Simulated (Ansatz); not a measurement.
**ZrSn3O8: the cell at several levels of theory**

Aim: relax ZrSn3O8 in the rutile host structure with PBE, r2SCAN and PBEsol and see how far the functionals disagree on the cell. This is a trial cell built on a prototype, not taken from a measured structure, and it needn't be the compound's ground state.

Program: Ansatz 0.2.0. PAW datasets, plane waves, zero pressure. The calculation is spin-unpolarised, and the structure need not be a phase that has been made.

## (1) Starting point

It is orthorhombic, Cmmm (No. 65); conventional cell a = 6.904 Å, b = 6.904 Å, c = 6.572 Å, 13.05 Å³ an atom. Near Zr stand 6 O at 2.11–2.12 Å; near Sn stand 6 O at 2.11–2.12 Å; near O stand 1 Zr at 2.11 Å and 2 Sn at 2.12 Å; near O stand 2 Sn at 2.11–2.12 Å and 1 Zr at 2.12 Å.

Coordinates:

```cif
data_structure
_symmetry_space_group_name_H-M 'Cmmm'
_symmetry_Int_Tables_number 65
_cell_length_a 6.9039
_cell_length_b 6.9039
_cell_length_c 6.5725
_cell_angle_alpha 90.000
_cell_angle_beta 90.000
_cell_angle_gamma 90.000
_cell_volume 313.27
loop_
_atom_site_label
_atom_site_type_symbol
_atom_site_symmetry_multiplicity
_atom_site_Wyckoff_symbol
_atom_site_fract_x
_atom_site_fract_y
_atom_site_fract_z
_atom_site_occupancy
Zr1 Zr 2 b 0.00000 0.50000 0.00000 1
Sn1 Sn 4 k 0.00000 0.00000 0.75000 1
O1 O 4 i 0.00000 0.19403 0.00000 1
O2 O 8 o 0.19403 0.50000 0.75000 1
Sn2 Sn 2 c 0.00000 0.50000 0.50000 1
O3 O 4 j 0.00000 0.19403 0.50000 1
```

## (2) Relaxation with PBE

Contents of input.yaml:

```yaml
crystal:
  lattice:
    - [3.45193456, -3.45193456, 0.0]
    - [3.45193456, 3.45193456, 0.0]
    - [0.0, 0.0, 6.57245862]
  atoms:
    - { symbol: Zr, position: [0.5, 0.5, 0.0] }
    - { symbol: Sn, position: [0.0, 0.0, 0.75] }
    - { symbol: O, position: [0.1940277, 0.1940277, 0.0] }
    - { symbol: O, position: [0.8059723, 0.8059723, 0.0] }
    - { symbol: O, position: [0.6940277, 0.3059723, 0.75] }
    - { symbol: O, position: [0.3059723, 0.6940277, 0.75] }
    - { symbol: Sn, position: [0.5, 0.5, 0.5] }
    - { symbol: Sn, position: [0.0, 0.0, 0.25] }
    - { symbol: O, position: [0.1940277, 0.1940277, 0.5] }
    - { symbol: O, position: [0.8059723, 0.8059723, 0.5] }
    - { symbol: O, position: [0.6940277, 0.3059723, 0.25] }
    - { symbol: O, position: [0.3059723, 0.6940277, 0.25] }
kpoints:
  mp_grid: { grid: [6, 6, 4] }
hamiltonian:
  xc: pbe
scf:
  occupations: { method: fermi_dirac, width: 0.02 }
relax:
  f_tol: 0.005
  cell: {}
```

The runs that follow: r2SCAN: cell and atoms; Relaxation with PBEsol.

**Question.** What will these runs give? Wanted: for each run, a; b; c; volume; space group; SCF geometries.

As calculated:

```
 level  a (Å)  b (Å)  c (Å)  volume (Å³/atom)  space group  SCF geometries
   PBE  6.843  6.874  6.497            12.736         Cmmm               8
r2SCAN  6.759  6.792  6.435            12.310         Cmmm               6
PBEsol  6.766  6.797  6.444            12.347         Cmmm               8
```

**Reading.** The first relaxation changed the volume by -2.4 % from the start. r2SCAN gives the smallest cell and PBE the largest; they differ by 3.5 % in volume, a mean of 1.1 % in length.
